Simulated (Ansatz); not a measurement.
**CH₅GeNS: a ladder of functionals and wavefunction methods**

An exercise on one series of results from a longer session: the logs are not shown, and one member is left open.

Computed with Ansatz 0.2.0, Gaussian basis. Level: functionals in def2-TZVPP, the program's frozen cores in correlated methods.

The runs, in order: PBE-D4, r2SCAN-D4, PBE0-D4, B3LYP-D4, ωB97X-V, ωB97M-V, B2PLYP; CCSD(T)/def2-TZVPP; MP2/def2-QZVPP; extrapolation to the limit.

### The relaxed structure

An earlier PBE0-D4 in a triple-zeta def2 set relaxation fixed the geometry.

SMILES `[NH2][GeH2][CH]=S`, 9 atoms, charge 0, spin multiplicity 1.

Atoms are counted from 1 here; the program's logs count them from 0.

Bond lengths: N1–Ge2 1.839 Å, N1–H5 1.011 Å, N1–H6 1.010 Å, Ge2–C3 1.973 Å, Ge2–H7 1.532 Å, Ge2–H8 1.539 Å, C3–S4 1.609 Å, C3–H9 1.095 Å. Angles: Ge2–N1–H5 114.6°, Ge2–N1–H6 114.9°, H5–N1–H6 108.9°, N1–Ge2–C3 112.5°, N1–Ge2–H7 108.7°, N1–Ge2–H8 106.3°, C3–Ge2–H7 107.1°, C3–Ge2–H8 108.9°, H7–Ge2–H8 113.5°, Ge2–C3–S4 123.8°, Ge2–C3–H9 117.4°, S4–C3–H9 118.9°.

The first run:

in.yaml reads:

```yaml
crystal:
  periodic: [false, false, false]
  atoms:
    - {symbol: N, position_ang: [-0.679584, 0.948666, -1.228999]}
    - {symbol: Ge, position_ang: [0.633428, -0.027617, -0.390147]}
    - {symbol: C, position_ang: [0.058009, -0.708772, 1.369630]}
    - {symbol: S, position_ang: [-0.084085, -2.272260, 1.719924]}
    - {symbol: H, position_ang: [-1.550071, 0.453736, -1.365315]}
    - {symbol: H, position_ang: [-0.876164, 1.846151, -0.808889]}
    - {symbol: H, position_ang: [0.968779, -1.245047, -1.257012]}
    - {symbol: H, position_ang: [1.822781, 0.928750, -0.190443]}
    - {symbol: H, position_ang: [-0.204692, 0.029992, 2.134051]}
basis:
  gaussian: {orbitals: def2-TZVPP}
hamiltonian: {xc: pbe, dispersion: d4}
output: {forces: true, orbitals: {seedname: orbitals}}
```

Started as:

```bash
$ ansatz run in.yaml --threads 4 --pin off --events-out ev --progress --plain --max-ram 10444MiB
```

Among the steps run: PBE-D4 (GGA); r2SCAN-D4 (meta-GGA); PBE0-D4 (hybrid); B3LYP-D4 (hybrid); ωB97X-V (range-separated); ωB97M-V (range-separated); B2PLYP (double hybrid); CCSD(T) in def2-TZVPP; MP2 in def2-QZVPP.

One of the session's tables, all rows but one given; the rest of the session is left out.

It belongs to the step «Atomisation energies». 

```
            method  atomisation energy (eV)
            PBE-D4                   30.481
         r2SCAN-D4                        ?
           PBE0-D4                   29.774
          B3LYP-D4                   29.819
           ωB97X-V                   30.035
           ωB97M-V                   29.903
            B2PLYP                   29.500
     HF/def2-TZVPP                   20.030
    MP2/def2-TZVPP                   29.421
   CCSD/def2-TZVPP                   28.517
CCSD(T)/def2-TZVPP                   29.128
           MP2/CBS                   30.281
       CCSD(T)/CBS                   29.988
```

Q: Estimate the row for r2SCAN-D4 from the others.

As computed: atomisation energy (eV): 29.830. In the column «atomisation energy (eV)» it lies between B3LYP-D4 (29.819) and ωB97M-V (29.903).

Limits of these values: Free atoms (1 N, 1 Ge, 1 C, 1 S, 5 H) were run apart at each level; the atomisation energy is their sum less the molecule, without zero-point or spin-orbit terms.
